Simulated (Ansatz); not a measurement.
Wanted: the native input for an Ansatz 0.2.0 run.

```yaml
Task: band structure
Functional: LDA
Potentials_or_basis: all-electron LAPW, scalar-relativistic
Cutoff: 272 eV (chosen from the basis error)
Basis_error_allowed: 0.002 eV/atom
k_mesh: 11 × 11 × 11
Occupations: fermi-dirac, width 0.05 eV
Spin: no spin polarisation
```

The system is TaAs.

```
Ta As
1.0
    -1.72181    1.72181    5.86794
     1.72181   -1.72181    5.86794
     1.72181    1.72181   -5.86794
Ta As
2 2
Cartesian
  0.0000 0.0000 5.8676
  1.7218 0.0000 2.9336
  0.0000 0.0000 0.9698
  0.0000 1.7218 3.9037
```

The cell is a database's computed one.

The input as run:

input.yaml

```yaml
crystal:
  lattice:
    - [-1.7218133622, 1.7218133622, 5.8679415361]
    - [1.7218133622, -1.7218133622, 5.8679415361]
    - [1.7218133622, 1.7218133622, -5.8679415361]
  atoms:
    - { symbol: Ta, position: [0.4999673, 0.4999673, 0.0] }
    - { symbol: Ta, position: [0.2499673, 0.7499673, 0.5] }
    - { symbol: As, position: [0.08263212, 0.08263212, 0.0] }
    - { symbol: As, position: [0.83263212, 0.33263212, 0.5] }
kpoints:
  mp_grid: { grid: [11, 11, 11] }
  band_path:
    path:
      - [0.0, 0.0, 0.0]
      - [-0.5, 0.5, 0.0]
      - [-0.5, 0.5, -0.0430497462]
      - [-0.2715248731, 0.2715248731, -0.2715248731]
      - [0.0, 0.0, 0.0]
      - [0.5, 0.5, -0.5]
      - [0.2715248731, 0.7284751269, -0.7284751269]
      - [0.0, 0.5, -0.5]
    npoints: 10
scf:
  occupations: { method: fermi_dirac, width: 0.05 }
hamiltonian:
  xc: lda
  pseudopotentials: { kind: all_electron, lapw: { basis_error: 0.002 } }
output:
  forces: true
  stress: true
  eigenvalues: true
```

Potentials or basis: all-electron LAPW, scalar-relativistic.

The run is started by

```console
$ ansatz run input.yaml --threads 2 --pin off --max-ram 8192MiB --backend cpu --events-out ev --progress --plain --runs-dir out
```

It gave:

- Pressure: -7.5 GPa
- Largest force: 0.017 eV/Å
- Band gap along the path: none (metal or under the smearing width)

Caveat: spin-orbit coupling is left out, which moves the levels of the heavy elements.

It took 2 min on 2 threads of Intel(R) Xeon(R) 6975P-C (Granite Rapids), with other jobs on the host, peak memory 1.3 GiB.
